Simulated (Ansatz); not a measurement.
# ZrIn2Se3: one candidate of a structure search

Aim: relax a trial structure of ZrIn2Se3 and see where it ends.

Computed with Ansatz 0.2.0 (DFT PBE, scalar-relativistic, plane waves, PAW, unless a step's input says otherwise).

## 1. The structure to begin with

It takes space group P-4m2 (No. 115, tetragonal). Conventional cell: a = 4.961 Å, b = 4.961 Å, c = 7.064 Å, α = 90.00°, β = 90.00°, γ = 90.00°. Zr (site symmetry -4m2) is surrounded by 4 In at 2.97 Å and 6 Se at 3.51 to 3.53 Å. In (site symmetry 2mm) is surrounded by 2 Zr at 2.97 Å and 6 Se at 2.97 to 3.12 Å. Se (site symmetry -4m2) is surrounded by 4 In at 3.12 Å. Se (site symmetry -4m2) has 4 In at 3.12 Å and 2 Zr at 3.53 Å as nearest neighbours. Around Se (site symmetry -4m2) lie 4 In at 2.97 Å.

Coordinates:

```
CELL_PARAMETERS angstrom
4.96070 0.00000 0.00000
0.00000 4.96070 0.00000
0.00000 0.00000 7.06441
ATOMIC_POSITIONS crystal
Zr 0.00000 0.00000 0.50000
In 0.00000 0.50000 0.26791
In 0.50000 0.00000 0.73209
Se 0.50000 0.50000 0.00000
Se 0.00000 0.00000 0.00000
Se 0.50000 0.50000 0.50000
```

The cell is invented: species swapped into a database cell of Li3MnAs2 (P-4m2, No. 115), with Se on the Li sites, Zr on the Mn sites and In on the As sites. Lengths come from tabulated atomic sizes and are only a guess.

## 2. A first look at the guess

input.yaml reads:

```yaml
crystal:
  lattice:
    - [4.9607013, 0.0, 0.0]
    - [0.0, 4.9607013, 0.0]
    - [0.0, 0.0, 7.06440789]
  atoms:
    - { symbol: Zr, position: [0.0, 0.0, 0.5] }
    - { symbol: In, position: [0.0, 0.5, 0.26791] }
    - { symbol: In, position: [0.5, 0.0, 0.73209] }
    - { symbol: Se, position: [0.5, 0.5, 0.0] }
    - { symbol: Se, position: [0.0, 0.0, 0.0] }
    - { symbol: Se, position: [0.5, 0.5, 0.5] }
basis:
  ecutwfc: 420
kpoints:
  mp_grid: { grid: [4, 4, 4] }
hamiltonian:
  xc: pbe
scf:
  occupations: { method: gaussian, width: 0.1 }
  lower_state_search: "off"
output:
  forces: true
  stress: true
  eigenvalues: true
```

Command:

```sh
$ ansatz run input.yaml --threads 1 --pin off --max-ram 2560MiB --backend cpu --events-out ev --progress --plain --runs-dir out
```

Standard output, shortened:

```text
[...]
SCF converged after 8 iterations
Free energy (F): -31785.432753 eV
[...]
E sigma→0 (E₀):  -31785.414604 eV
Entropy (-TS):   -0.036297 eV (-6.050 meV/atom)
Fermi energy:    7.757608 eV
[...]
--- Forces (eV/Å), atoms counted from 1 ---
  atom   1  Zr     0.00000000    -0.00000000    -0.00000000
  atom   2  In    -0.00000000     0.00000000    -1.56669984
  atom   3  In    -0.00000000     0.00000000     1.56669984
  atom   4  Se     0.00000000    -0.00000000    -0.00000000
  atom   5  Se     0.00000000    -0.00000000    -0.00000000
  atom   6  Se     0.00000000     0.00000000    -0.00000000
[...]
--- Stress (GPa, compression-positive) ---
       -2.734717      -0.000000       0.000000
       -0.000000      -2.734717      -0.000000
        0.000000      -0.000000      -3.284773
  P = ⅓ Tr σ = -2.9181 GPa (-29.181 kbar)
--- Band table (eV; the first three rows and the last of 18) ---
[...]
```

It took 16 s on 1 thread of Arm Neoverse V1, shared host; peak memory 0.44 GiB.

Read-out: pressure -2.9 GPa, largest force 1.57 eV/Å, gap on this mesh none (metal). A cheap, loose relaxation comes first.

## 3. Coarse relaxation

input.yaml, as its differences from that of step 2:

```diff
@@ -25 +25,6 @@
   eigenvalues: true
+relax:
+  adjacent_minimum: "off"
+  f_tol: 0.04
+  max_steps: 70
+  cell: { stress_tol: 0.4 }
```

Command:

```sh
$ ansatz run input.yaml --threads 1 --pin off --max-ram 2560MiB --backend cpu --events-out ev --progress --plain --runs-dir out
```

Standard output:

```text
Warning: RAYON_NUM_THREADS=1 ignored (pool sized by the plan → 1); use --threads N
Engine: ansatz 0.2.0, aarch64-unknown-linux-gnu
Pseudopotentials: kind: paw
Pseudopotential: Zr, paw, valence charge 12, recommended cutoff 420 eV (normal), Zr.paw.azcp
Pseudopotential: In, paw, valence charge 13, recommended cutoff 420 eV (normal), In.paw.azcp
Pseudopotential: Se, paw, valence charge 16, recommended cutoff 420 eV (normal), Se.paw.azcp
Functional definition: PBE
  parameter kappa = 0.804
  parameter beta = 0.06672455060314922
  exchange = pbe_x(kappa = kappa, mu = beta*pi^2/3)
  correlation = pbe_c(beta = beta)
Crystal: 6 atoms, lattice volume = 173.845 Å³
Basis set: ecut = 420 eV, 3403 PW (Γ), exchange–correlation on 72×72×96 points (8 copies of the dense FFT grid, shifted against one another)
Bands: 52, of which v1, the nominal top of the filled ones, is band 43 counted from 1 (42 counted from 0)
Symmetry: 8 space group operations
Space group: P-4m2 (ITA 115), of the structure as read, at distance tolerance 5.6e-5 Å
k-points: 18 of 64 (time reversal used)
Non-local potential: Zr, projectors of the file, l = 0: 3, l = 1: 2, l = 2: 2, l = 3: 2
Non-local potential: In, projectors of the file, l = 0: 2, l = 1: 2, l = 2: 2, l = 3: 2
Non-local potential: Se, projectors of the file, l = 0: 2, l = 1: 2, l = 2: 3, l = 3: 1
PAW form: soft (Blöchl's): semilocal exchange-correlation on the pseudo side does not see the compensation charge
PAW one-centre angular grid: Zr, 590 points (default); XC on 64 Gauss nodes
PAW one-centre angular grid: In, 590 points (default); XC on 64 Gauss nodes
PAW one-centre angular grid: Se, 590 points (default); XC on 64 Gauss nodes
Initial density: superposition of atomic densities (neutral atoms: chi_scale 0, normalization atom), corrected by the library's trained network
Initial wavefunctions: pseudopotential atomic-orbital guess
Functional: x = pbe(κ = 0.804, μ = 0.2195149727645171), c = pbe(β = 0.06672455060314922)
SCF iter   1: F=—  HF=-31785.440927 eV  |F-HF|=—  |Δ(HF+E_count)|=         —  Δρ=5.05e-3  dr2=1.84e-1  ethr=1.77e-3  ⟨swp⟩=6.3  Hψ=3440  notcnv=0
preconditioner: auto → LDOS  [metal: Δε(μ)=0.007 eV  Ē_g=10.691 eV  σ=0.100 eV  W_gap=0.04  n_scr=36 (ndim 8)  ℏωp=19.5 eV  f_vac=0.071  D(μ)=7.75/eV (n_scr^D=66)  β→1.0]
SCF iter   2: F=—  HF=-31785.434048 eV  |F-HF|=—  |Δ(HF+E_count)|=   6.88e-3  Δρ=1.64e-3  dr2=9.84e-3  ethr=2.14e-4  ⟨swp⟩=1.4  Hψ=1091  notcnv=0  defer=11
SCF iter   3: F=—  HF=-31785.433018 eV  |F-HF|=—  |Δ(HF+E_count)|=   1.03e-3  Δρ=5.93e-4  dr2=1.84e-3  ethr=1.14e-5  ⟨swp⟩=2.1  Hψ=1519  notcnv=0  defer=12
SCF iter   4: F=—  HF=-31785.432803 eV  |F-HF|=—  |Δ(HF+E_count)|=   2.15e-4  Δρ=1.70e-4  dr2=1.03e-4  ethr=2.14e-6  ⟨swp⟩=2.0  Hψ=1343  notcnv=0  defer=12
SCF iter   5: F=—  HF=-31785.432798 eV  |F-HF|=—  |Δ(HF+E_count)|=   5.08e-6  Δρ=7.16e-5  dr2=2.14e-5  ethr=1.20e-7  ⟨swp⟩=2.4  Hψ=1548  notcnv=0  defer=12
SCF iter   6: F=—  HF=-31785.432753 eV  |F-HF|=—  |Δ(HF+E_count)|=   4.54e-5  Δρ=2.31e-5  dr2=1.95e-6  ethr=2.49e-8  ⟨swp⟩=2.0  Hψ=1044  notcnv=0  defer=12
SCF iter   7: F=—  HF=-31785.432753 eV  |F-HF|=—  |Δ(HF+E_count)|=   3.70e-7  Δρ=6.13e-6  dr2=1.11e-7  ethr=2.26e-9  ⟨swp⟩=2.0  Hψ=1467  notcnv=0  defer=12
SCF iter   8: F=-31785.432753 eV  HF=-31785.432753 eV  |F-HF|=1.85e-8  |Δ(HF+E_count)|=   1.10e-8  Δρ=2.37e-6  dr2=2.23e-8  ethr=1.16e-10  ⟨swp⟩=8.7  Hψ=3859  notcnv=0
SCF 1 converged in 8 iterations: F = -31785.432753 eV  dr2 = 2.23e-8
relax step   1: F+E_penalty+E_count = -31785.43275259 eV  Δ(F+E_penalty+E_count) = +0.000e0 eV  max|allowed force component| = 1.567e0 eV/Å  Δτ_max = 0.0000 Å  P = -2.918 GPa  Ω = 173.845 Å³  (8 SCF iters, dr2 threshold 1.00e-7 eV, accepted)
[... from here on, the SCF cycles and remarks between the steps are left out ...]
relax step   2: F+E_penalty+E_count = -31786.06910529 eV  Δ(F+E_penalty+E_count) = -6.364e-1 eV  max|allowed force component| = 1.024e0 eV/Å  Δτ_max = 0.1987 Å  P = -2.293 GPa  Ω = 166.824 Å³  energy of the carried Pulay correction = +9.388e-4 eV  (8 SCF iters, dr2 threshold 6.00e-7 eV, accepted)
relax step   3: F+E_penalty+E_count = -31786.37829640 eV  Δ(F+E_penalty+E_count) = -3.092e-1 eV  max|allowed force component| = 1.088e-1 eV/Å  Δτ_max = 0.1970 Å  P = +0.326 GPa  Ω = 158.012 Å³  energy of the carried Pulay correction = +2.215e-3 eV  (7 SCF iters, dr2 threshold 6.00e-7 eV, accepted)
relax step   4: F+E_penalty+E_count = -31786.40699964 eV  Δ(F+E_penalty+E_count) = -2.870e-2 eV  max|allowed force component| = 7.383e-2 eV/Å  Δτ_max = 0.0359 Å  P = +0.097 GPa  Ω = 159.068 Å³  energy of the carried Pulay correction = +2.056e-3 eV  (8 SCF iters, dr2 threshold 6.00e-7 eV, accepted)
relax step   5: F+E_penalty+E_count = -31786.47895360 eV  Δ(F+E_penalty+E_count) = -7.195e-2 eV  max|allowed force component| = 1.270e-1 eV/Å  Δτ_max = 0.0042 Å  P = +0.435 GPa  Ω = 158.183 Å³  energy of the carried Pulay correction = +2.189e-3 eV  (7 SCF iters, dr2 threshold 6.00e-7 eV, accepted)
relax step   6: F+E_penalty+E_count = -31786.66622851 eV  Δ(F+E_penalty+E_count) = -1.873e-1 eV  max|allowed force component| = 2.745e-1 eV/Å  Δτ_max = 0.0301 Å  P = +0.481 GPa  Ω = 157.681 Å³  energy of the carried Pulay correction = +2.265e-3 eV  (10 SCF iters, dr2 threshold 6.00e-7 eV, accepted)
relax step   7: F+E_penalty+E_count = -31786.80680871 eV  Δ(F+E_penalty+E_count) = -1.406e-1 eV  max|allowed force component| = 8.355e-2 eV/Å  Δτ_max = 0.0439 Å  P = +0.599 GPa  Ω = 156.620 Å³  energy of the carried Pulay correction = +2.427e-3 eV  (8 SCF iters, dr2 threshold 6.00e-7 eV, accepted)
relax step   8: F+E_penalty+E_count = -31786.89993383 eV  Δ(F+E_penalty+E_count) = -9.313e-2 eV  max|allowed force component| = 5.782e-2 eV/Å  Δτ_max = 0.0081 Å  P = +0.204 GPa  Ω = 157.712 Å³  energy of the carried Pulay correction = +2.260e-3 eV  (6 SCF iters, dr2 threshold 6.00e-7 eV, accepted)
relax step   9: F+E_penalty+E_count = -31786.94162290 eV  Δ(F+E_penalty+E_count) = -4.169e-2 eV  max|allowed force component| = 8.728e-2 eV/Å  Δτ_max = 0.0163 Å  P = +0.259 GPa  Ω = 157.533 Å³  energy of the carried Pulay correction = +2.287e-3 eV  (8 SCF iters, dr2 threshold 6.00e-7 eV, accepted)
relax step  10: F+E_penalty+E_count = -31787.03977569 eV  Δ(F+E_penalty+E_count) = -9.815e-2 eV  max|allowed force component| = 7.546e-2 eV/Å  Δτ_max = 0.0548 Å  P = -0.335 GPa  Ω = 157.511 Å³  energy of the carried Pulay correction = +2.291e-3 eV  (10 SCF iters, dr2 threshold 6.00e-7 eV, accepted)
relax step  11: F+E_penalty+E_count = -31787.25331322 eV  Δ(F+E_penalty+E_count) = -2.135e-1 eV  max|allowed force component| = 6.036e-2 eV/Å  Δτ_max = 0.0566 Å  P = +0.135 GPa  Ω = 153.568 Å³  energy of the carried Pulay correction = +2.904e-3 eV  (8 SCF iters, dr2 threshold 6.00e-7 eV, accepted)
relax step  12: F+E_penalty+E_count = -31787.33237517 eV  Δ(F+E_penalty+E_count) = -7.906e-2 eV  max|allowed force component| = 2.502e-1 eV/Å  Δτ_max = 0.0151 Å  P = +0.198 GPa  Ω = 151.044 Å³  energy of the carried Pulay correction = +3.311e-3 eV  (7 SCF iters, dr2 threshold 6.00e-7 eV, accepted)
relax step  13: F+E_penalty+E_count = -31787.29672204 eV  Δ(F+E_penalty+E_count) = +3.565e-2 eV  max|allowed force component| = 5.473e-1 eV/Å  Δτ_max = 0.0867 Å  P = +1.057 GPa  Ω = 150.133 Å³  energy of the carried Pulay correction = +3.460e-3 eV  (7 SCF iters, dr2 threshold 6.00e-7 eV, rejected (line search))
relax step  14: F+E_penalty+E_count = -31787.34074961 eV  Δ(F+E_penalty+E_count) = -8.374e-3 eV  max|allowed force component| = 6.208e-3 eV/Å  Δτ_max = 0.0321 Å  P = -0.611 GPa  Ω = 153.142 Å³  energy of the carried Pulay correction = +2.972e-3 eV  (9 SCF iters, accepted)
relax step  15: F+E_penalty+E_count = -31787.34140181 eV  Δ(F+E_penalty+E_count) = -6.522e-4 eV  max|allowed force component| = 7.474e-3 eV/Å  Δτ_max = 0.0020 Å  P = +0.535 GPa  Ω = 150.885 Å³  energy of the carried Pulay correction = +3.337e-3 eV  (7 SCF iters, dr2 threshold 6.00e-7 eV, accepted)
relax step  16: F+E_penalty+E_count = -31787.34343434 eV  Δ(F+E_penalty+E_count) = -2.033e-3 eV  max|allowed force component| = 3.818e-4 eV/Å  Δτ_max = 0.0009 Å  P = +0.020 GPa  Ω = 151.807 Å³  energy of the carried Pulay correction = +3.187e-3 eV  (7 SCF iters, dr2 threshold 6.00e-7 eV, accepted)
relax step  17: F+E_penalty+E_count = -31787.56085569 eV  Δ(F+E_penalty+E_count) = -2.174e-1 eV  max|allowed force component| = 3.304e-3 eV/Å  Δτ_max = 0.0000 Å  P = +1.817 GPa  Ω = 151.807 Å³  stress off target by 5.16e0 GPa  SCF on the basis re-selected at this cell (its energy is not comparable with the rows above)  (8 SCF iters)
relax step  18: F+E_penalty+E_count = -31787.71543335 eV  Δ(F+E_penalty+E_count) = -1.546e-1 eV  max|allowed force component| = 7.330e-2 eV/Å  Δτ_max = 0.0037 Å  P = +1.495 GPa  Ω = 153.073 Å³  energy of the carried Pulay correction = -2.181e-4 eV  (7 SCF iters, dr2 threshold 6.00e-7 eV, accepted)
relax step  19: F+E_penalty+E_count = -31787.83805093 eV  Δ(F+E_penalty+E_count) = -1.226e-1 eV  max|allowed force component| = 7.189e-2 eV/Å  Δτ_max = 0.0118 Å  P = +1.141 GPa  Ω = 154.828 Å³  energy of the carried Pulay correction = -5.075e-4 eV  (8 SCF iters, dr2 threshold 6.00e-7 eV, accepted)
relax step  20: F+E_penalty+E_count = -31787.90636902 eV  Δ(F+E_penalty+E_count) = -6.832e-2 eV  max|allowed force component| = 5.794e-2 eV/Å  Δτ_max = 0.0183 Å  P = +0.658 GPa  Ω = 157.074 Å³  energy of the carried Pulay correction = -8.637e-4 eV  (8 SCF iters, dr2 threshold 6.00e-7 eV, accepted)
relax step  21: F+E_penalty+E_count = -31787.92574590 eV  Δ(F+E_penalty+E_count) = -1.938e-2 eV  max|allowed force component| = 9.470e-3 eV/Å  Δτ_max = 0.0226 Å  P = -0.131 GPa  Ω = 159.880 Å³  energy of the carried Pulay correction = -1.283e-3 eV  (7 SCF iters, dr2 threshold 6.00e-7 eV, accepted)
relax step  22: F+E_penalty+E_count = -31787.93121433 eV  Δ(F+E_penalty+E_count) = -5.468e-3 eV  max|allowed force component| = 6.718e-3 eV/Å  Δτ_max = 0.0133 Å  P = +0.175 GPa  Ω = 159.860 Å³  energy of the carried Pulay correction = -1.297e-3 eV  (11 SCF iters, accepted)
relax step  23: F+E_penalty+E_count = -31787.93709948 eV  Δ(F+E_penalty+E_count) = -5.885e-3 eV  max|allowed force component| = 6.870e-3 eV/Å  Δτ_max = 0.0000 Å  P = +0.253 GPa  Ω = 159.860 Å³  stress off target by 2.71e-1 GPa  SCF on the basis re-selected at this cell (its energy is not comparable with the rows above)  (7 SCF iters)
basis re-selected at this cell: Δ(F+E_penalty+E_count) = -5.885e-3 eV, ΔP = +0.078 GPa vs the last step (what re-selecting the basis moved, of the pressure what is left beyond the Pulay correction that the steps carried, after the strain that the cell walked since its last selection, with what the two solves' SCF thresholds leave and, on support functions, any second-order correction that the steps lacked; it is no measure of the basis error at this ecutwfc). The dense FFT grid was sized anew with the basis: this SCF ran on 27×27×75 points, the steps before it on 27×27×64, so part of this shift can come from that change (see relax.cell in the input reference). This SCF's stress stands 2.71e-1 GPa from its target on what of the cell is left free (relax.cell.stress_tol is 4.00e-1 GPa) and its largest allowed force component is 6.87e-3 eV/Å (relax.f_tol is 4.00e-2 eV/Å): within both
SCF converged after 7 iterations
Free energy (F): -31787.937099 eV
Harris-Foulkes:  -31787.937099 eV  (|F-HF|=8.73e-10)
Internal energy: -31787.913464 eV  (E = F + TS)
E sigma→0 (E₀):  -31787.925282 eV
Entropy (-TS):   -0.023635 eV (-3.939 meV/atom)
Fermi energy:    9.698830 eV
--- Per-component energies (eV) ---
  E_band       = -1359.624328
  E_kinetic    = 1165.921546
  E_local      = -11254.874796  (includes V_loc(G=0)·N_el)
  E_nonlocal   = -972.088901
  E_hartree    = 5202.810400
  E_xc         = -905.284999
  E_vxc        = -683.831735  (∫ρ·V_xc dr)
  E_paw        = -16991.269619  (= ΣΔE_a)
  E_vpaw       = -20.369041  (= ΣTr[D̂ρ^β])
  E_aug_tail   = -0.001713  (compensation charges beyond the density's cutoff)
  E_ewald      = -8033.125382
  E_smearing   = -0.023635  (= −TS)
  E_closure    = -0.000000  (closes the sum)
  Σ components = -31787.937099   (vs F -31787.937099, Δ=0.00e0)
--- Forces (eV/Å), atoms counted from 1 ---
  atom   1  Zr     0.00000000     0.00000000    -0.00000000
  atom   2  In     0.00000000    -0.00000000     0.00687018
  atom   3  In     0.00000000    -0.00000000    -0.00687018
  atom   4  Se    -0.00000000    -0.00000000     0.00000000
  atom   5  Se     0.00000000     0.00000000    -0.00000000
  atom   6  Se     0.00000000     0.00000000    -0.00000000
  max |Σ_I F_I| component: 1.76e-16 eV/Å
--- Stress (GPa, compression-positive) ---
        0.270827      -0.000000       0.000000
       -0.000000       0.270827      -0.000000
        0.000000      -0.000000       0.217109
  P = ⅓ Tr σ = 0.2529 GPa (2.529 kbar)
--- Band table (eV; the first three rows and the last of 18) ---
  k-point 0: bands = ["-40.3360", "-39.1860", "-39.1804", "-39.1255", "-39.1142", "-39.1142", "-39.1084", "-39.0919", "-39.0874", "-39.0786", "-39.0613", "-39.0613", "-39.0230", "-38.9369", "-38.9369", "-38.8863", "-18.3817", "-18.3817", "-18.2914", "-6.4326", "-5.1961", "-5.1840", "-5.1803", "-5.1044", "-5.1044", "-5.0921", "-5.0515", "-5.0514", "-5.0471", "-5.0471", "-4.8534", "-1.0296", "2.1567", "3.8694", "4.5071", "4.6267", "4.6267", "6.6862", "6.6862", "7.5145", "8.4478", "9.1488", "9.4080", "9.8078", "10.0610", "10.0610", "11.4428", "11.9526", "11.9526", "12.2027", "13.8405", "13.8405"]
[... 3 lines left out ...]
--- Relaxed structure (21 steps of the walk, 20 accepted, 2 SCFs on fresh bases) ---
  F+E_penalty+E_count = -31787.93709948 eV   max|allowed force component| = 6.870e-3 eV/Å   (the final SCF, on the basis selected at the relaxed cell)
  cell:  # Å, volume = 159.8602 Å³
    - [3.8451263546206995, -5.905844632074031e-33, -1.6593821351838653e-16]
    - [-4.194005608284457e-33, 3.8451263546206995, -1.8145493652169485e-32]
    - [-2.363083672931072e-16, -2.5840533580268385e-32, 10.812328816384566]
  atoms:
    - { symbol: Zr, position: [-6.162975822039155e-33, -1.9670696664526028e-33, 0.49999999999999994] }
    - { symbol: In, position: [9.5843660338474e-19, 0.49999999999999994, 0.24366174650707847] }
    - { symbol: In, position: [0.49999999999999994, 1.9929521620638214e-33, 0.7563382534929217] }
    - { symbol: Se, position: [0.49999999999999994, 0.49999999999999994, -2.967161909076309e-19] }
    - { symbol: Se, position: [7.42868065441362e-33, -3.597666889959365e-33, -2.967161909076363e-19] }
    - { symbol: Se, position: [0.49999999999999994, 0.49999999999999994, 0.49999999999999994] }
```

Wall time 7.2 min (1 thread of Arm Neoverse V1, shared host); peak memory 0.47 GiB.

Relaxation path:

| step | energy from step 1 (eV/cell) | largest force component (eV/Å) | pressure (GPa) | volume (Å³) |
| --- | --- | --- | --- | --- |
| 1 | 0.0000 | 1.5667 | -2.92 | 173.84 |
| 2 | -0.6364 | 1.0239 | -2.29 | 166.82 |
| 3 | -0.9455 | 0.1088 | 0.33 | 158.01 |
| 4 | -0.9742 | 0.0738 | 0.10 | 159.07 |
| 5 | -1.0462 | 0.1270 | 0.43 | 158.18 |
| 6 | -1.2335 | 0.2745 | 0.48 | 157.68 |
| 7 | -1.3741 | 0.0836 | 0.60 | 156.62 |
| 8 | -1.4672 | 0.0578 | 0.20 | 157.71 |
| 9 | -1.5089 | 0.0873 | 0.26 | 157.53 |
| 10 | -1.6070 | 0.0755 | -0.33 | 157.51 |
| 11 | -1.8206 | 0.0604 | 0.13 | 153.57 |
| 12 | -1.8996 | 0.2502 | 0.20 | 151.04 |
| 13 | -1.8640 | 0.5473 | 1.06 | 150.13 |
| 14 | -1.9080 | 0.0062 | -0.61 | 153.14 |
| 15 | -1.9086 | 0.0075 | 0.54 | 150.88 |
| 16 | -1.9107 | 0.0004 | 0.02 | 151.81 |
| 17 | -2.1281 | 0.0033 | 1.82 | 151.81 |
| 18 | -2.2827 | 0.0733 | 1.49 | 153.07 |
| 19 | -2.4053 | 0.0719 | 1.14 | 154.83 |
| 20 | -2.4736 | 0.0579 | 0.66 | 157.07 |
| 21 | -2.4930 | 0.0095 | -0.13 | 159.88 |
| 22 | -2.4985 | 0.0067 | 0.17 | 159.86 |
| 23 | -2.5043 | 0.0069 | 0.25 | 159.86 |

Step 1 is the start. Steps 17, 23 each repeat the geometry before them on a plane-wave basis chosen anew, so the energy can jump there without any move. Step 13 was tried and not accepted.

|  | before | after | change |
| --- | --- | --- | --- |
| a (Å) | 4.961 | 3.845 | -22.5 % |
| b (Å) | 4.961 | 3.845 | -22.5 % |
| c (Å) | 7.064 | 10.812 | +53.1 % |
| volume (Å³/atom) | 28.97 | 26.64 | -8.0 % |
| shortest distance (Å) | 2.973 | 2.719 | -8.6 % |
| space group (0.01 Å) | P-4m2 | P-4m2 | same |

Forces and stress were held to the start's 8 operations: a distortion of lower symmetry was not tested.

## 4. Spin check on a coarse mesh

input.yaml reads:

```yaml
crystal:
  lattice:
    - [3.8451263546, 0.0, 0.0]
    - [0.0, 3.8451263546, 0.0]
    - [0.0, 0.0, 10.8123288164]
  atoms:
    - { symbol: Zr, position: [0.0, 0.0, 0.5], spin: 1.0 }
    - { symbol: In, position: [0.0, 0.5, 0.2436617465] }
    - { symbol: In, position: [0.5, 0.0, 0.7563382535] }
    - { symbol: Se, position: [0.5, 0.5, 0.0] }
    - { symbol: Se, position: [0.0, 0.0, 0.0] }
    - { symbol: Se, position: [0.5, 0.5, 0.5] }
basis:
  ecutwfc: 420
kpoints:
  mp_grid: { grid: [4, 4, 2] }
hamiltonian:
  xc: pbe
scf:
  occupations: { method: gaussian, width: 0.1 }
  lower_state_search: "off"
output:
  forces: true
  stress: true
  eigenvalues: true
  populations: true
magnetization:
  spin_polarized: true
```

Command:

```sh
$ ansatz run input.yaml --threads 1 --pin off --max-ram 2560MiB --backend cpu --events-out ev --progress --plain --runs-dir out
```

Standard output, shortened:

```text
[...]
SCF converged after 23 iterations
Magnetization: 0.0013 μB (43.0007 up, 42.9993 down)
Absolute magnetization: 0.0014 μB (∫|ρ↑−ρ↓|, with the PAW one-centre terms)
Spin contamination: 0.0000 ħ² per cell (⟨S²⟩ above its minimum at these occupations)
[...]
        0.000000       0.012314       0.000000
       -0.000000       0.000000       1.131335
  P = ⅓ Tr σ = 0.3853 GPa (3.853 kbar)
--- Band table (eV; the first three rows and the last of 24) ---
[...]
--- Löwdin populations: 6 sites ---
  site symbol       q [e]    m [muB]
     0     Zr     11.6096     0.0008
     1     In     13.0212     0.0003
     2     In     13.0212     0.0003
     3     Se     15.9810     0.0000
     4     Se     16.0091     0.0000
     5     Se     16.1286    -0.0000
  spilling = 0.002666 (of n_electrons = 86.000000)
```

It took 47 s on 1 thread of Arm Neoverse V1, shared host; peak memory 0.46 GiB.

Per atom:

```
atom  Löwdin electrons
 Zr1             11.61
 In2             13.02
 In3             13.02
 Se4             15.98
 Se5             16.01
 Se6             16.13
```

The Löwdin counts miss 0.23 of the 86 electrons, which the atomic orbitals do not span, so they are no charges.

The same cell is solved with trial moments on Zr. The largest site moment that stays is 0.00 μB and the cell's total 0.00 μB. The workflow keeps spin only above 0.25 μB on a site, so the next run goes without spin.

(Part 1 of 2 ends here.)
